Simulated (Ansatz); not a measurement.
# AlRuBr2: the cost of one run

Computed with Ansatz 0.2.0 (DFT PBE, scalar-relativistic, plane waves, PAW, unless a step's input says otherwise).

1 further run of the same task is left out (it didn't finish).

## Step 1: Starting point

Symmetry: P4/nmm, No. 129, tetragonal system. The conventional cell has a = 4.246 Å, b = 4.246 Å, c = 9.985 Å, α = 90.00°, β = 90.00°, γ = 90.00°. Al (site symmetry 4mm) has 8 Br at 3.10 to 3.30 Å and 4 Ru at 3.25 Å as nearest neighbours. Ru (site symmetry -4m2) has 4 Br at 2.71 Å and 4 Ru at 3.00 Å as nearest neighbours. Br (site symmetry 4mm) has 4 Ru at 2.71 Å and 4 Al at 3.10 Å as nearest neighbours. Br (site symmetry -4m2) has 4 Br at 3.00 Å and 4 Al at 3.30 Å as nearest neighbours.

Structure file:

```
Al Ru Br
1.0
     4.24592    0.00000    0.00000
     0.00000    4.24592    0.00000
     0.00000    0.00000    9.98500
Al Ru Br
2 2 4
Direct
  0.50000 0.00000 0.75315
  0.00000 0.50000 0.24685
  0.00000 0.00000 0.00000
  0.50000 0.50000 0.00000
  0.50000 0.00000 0.16940
  0.00000 0.50000 0.83060
  0.00000 0.00000 0.50000
  0.50000 0.50000 0.50000
```

A structure generator made this guess: species swapped into a database cell of LaSb2Au (P4/nmm, No. 129), with Al on the La sites, Br on the Sb sites and Ru on the Au sites. Lengths come from tabulated atomic sizes and are only a guess.

## Step 2: Probe: one point on a coarse mesh

Input file input.yaml:

```yaml
crystal:
  lattice:
    - [4.2459233, 0.0, 0.0]
    - [0.0, 4.2459233, 0.0]
    - [0.0, 0.0, 9.98500313]
  atoms:
    - { symbol: Al, position: [0.5, 0.0, 0.75314999] }
    - { symbol: Al, position: [0.0, 0.5, 0.24685001] }
    - { symbol: Ru, position: [0.0, 0.0, 0.0], spin: 1.0 }
    - { symbol: Ru, position: [0.5, 0.5, 0.0], spin: 1.0 }
    - { symbol: Br, position: [0.5, 0.0, 0.16940001] }
    - { symbol: Br, position: [0.0, 0.5, 0.83059999] }
    - { symbol: Br, position: [0.0, 0.0, 0.5] }
    - { symbol: Br, position: [0.5, 0.5, 0.5] }
basis:
  ecutwfc: 420
kpoints:
  mp_grid: { grid: [4, 4, 2] }
hamiltonian:
  xc: pbe
scf:
  occupations: { method: gaussian, width: 0.1 }
  lower_state_search: "off"
output:
  forces: true
  stress: true
  eigenvalues: true
  populations: true
magnetization:
  spin_polarized: true
```

Run with:

```console
ansatz run input.yaml --threads 1 --pin off --max-ram 2560MiB --backend cpu --events-out ev --progress --plain --runs-dir out
```

Q: Estimate wall time and peak memory on 1 thread of Arm Neoverse V1, shared host.

About 2.9 min, with a peak of 0.7 GiB.
